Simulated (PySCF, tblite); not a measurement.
**C₄H₁₁FN₂Si: geometry, infrared bands and NMR shifts**

What infrared bands and NMR shifts should C₄H₁₁FN₂Si (`FCC[C@@H]1CN[SiH2]N1`) show?

The runs use tblite 0.8.0 and PySCF 2.14.0, with density-fitted response routines of our own; the level of theory stands in each step. All values are computed, except where a source is named. Atoms are numbered from 0 throughout.

## 1. Starting geometry

19 atoms, charge 0, multiplicity 1; geometry from: force field or distance geometry start.

Bonds of the start (Å): F0–C1 1.36, C1–C2 1.51, C2–C3 1.55, C3–C4 1.55, C4–N5 1.48, N5–Si6 1.71, Si6–N7 1.73, N7–C3 1.48, C1–H8 1.11, C1–H9 1.08, C2–H10 1.09, C2–H11 1.09, C3–H12 1.08, C4–H13 1.09, C4–H14 1.10, N5–H15 1.01, Si6–H16 1.48, Si6–H17 1.47, N7–H18 1.02.

## 2. Optimising the geometry with GFN2-xTB

What the job is given:

```
{"job": {"kind": "relax", "xc": "GFN2-xTB", "basis": "xTB"}, "charge": 0, "multiplicity": 1}
F      2.312800     1.092500     1.128400
C      2.545400     0.205900     0.127000
C      1.401900    -0.780400     0.041100
C      0.095800    -0.092400    -0.424500
C     -0.476200     0.917300     0.601600
N     -1.917000     1.030400     0.261800
Si    -2.564300    -0.407100    -0.413200
N     -0.987000    -1.086600    -0.604700
H      3.483200    -0.325200     0.385300
H      2.692500     0.753900    -0.790800
H      1.239600    -1.255600     1.012300
H      1.657000    -1.569200    -0.673500
H      0.263900     0.403100    -1.368800
H     -0.362900     0.563300     1.624300
H      0.010500     1.904100     0.514300
H     -2.009600     1.731900    -0.455400
H     -3.296200    -1.188200     0.604800
H     -3.172700    -0.105900    -1.715200
H     -0.926600    -1.782600     0.137700
```

Run with:

```
OMP_NUM_THREADS=1 python probes_run.py task.json out
```

One launch serves the whole session: the jobs run in the order shown.

**Question.** This job is followed by: GFN2-xTB harmonic vibrations, gas phase; GIAO PBE0/pcSseg-1 NMR shielding, non-relativistic, gas phase. Predict these results of the whole session: strongest single infrared mode (GFN2-xTB); zero-point energy (GFN2-xTB); ¹³C shifts against TMS (PBE0/pcSseg-1); ¹H shifts against TMS (PBE0/pcSseg-1); ¹⁹F shifts against CFCl3 (PBE0/pcSseg-1); ¹⁵N shifts against NH3 (PBE0/pcSseg-1); ²⁹Si shifts against TMS (PBE0/pcSseg-1); surface potential, 1st and 99th percentile.

The runs gave:

```
                                 quantity                                                                   value
strongest single infrared mode (GFN2-xTB)                                                   2202 cm⁻¹, 527 km/mol
             zero-point energy (GFN2-xTB)                                                           95.0 kcal/mol
   ¹³C shifts against TMS (PBE0/pcSseg-1)                                              84.6, 59.8, 54.5, 45.4 ppm
    ¹H shifts against TMS (PBE0/pcSseg-1)  5.33, 5.31, 4.91, 4.67, 3.63, 3.53, 2.99, 1.96, 1.63, -0.05, -0.06 ppm
 ¹⁹F shifts against CFCl3 (PBE0/pcSseg-1)                                                              -245.3 ppm
   ¹⁵N shifts against NH3 (PBE0/pcSseg-1)                                                          39.8, 22.3 ppm
  ²⁹Si shifts against TMS (PBE0/pcSseg-1)                                                               -26.9 ppm
    surface potential, 1st and 99th percentile                                                      -1.23 V and 1.46 V
```

The optimisation took 125 steps and gained 0.606 eV; among the close pairs (by a distance rule), C4–N5 changed most, from 1.485 to 1.447 Å. All 51 modes are real, so the xTB geometry is a minimum. The strongest single mode, at 2202 cm⁻¹, moves mainly H16 and H17. GFN2-xTB is a fitted tight-binding method: band positions and strengths are rough. Its intensities can rank the bands wrongly. C1 (sp3 CH2 bonded to F) lies farthest downfield among carbon, at 84.6 ppm; deshielded by the electronegative neighbour. At PBE0/pcSseg-1: The largest span, 118 ppm, is at N5, where the paramagnetic term is -76 ppm.
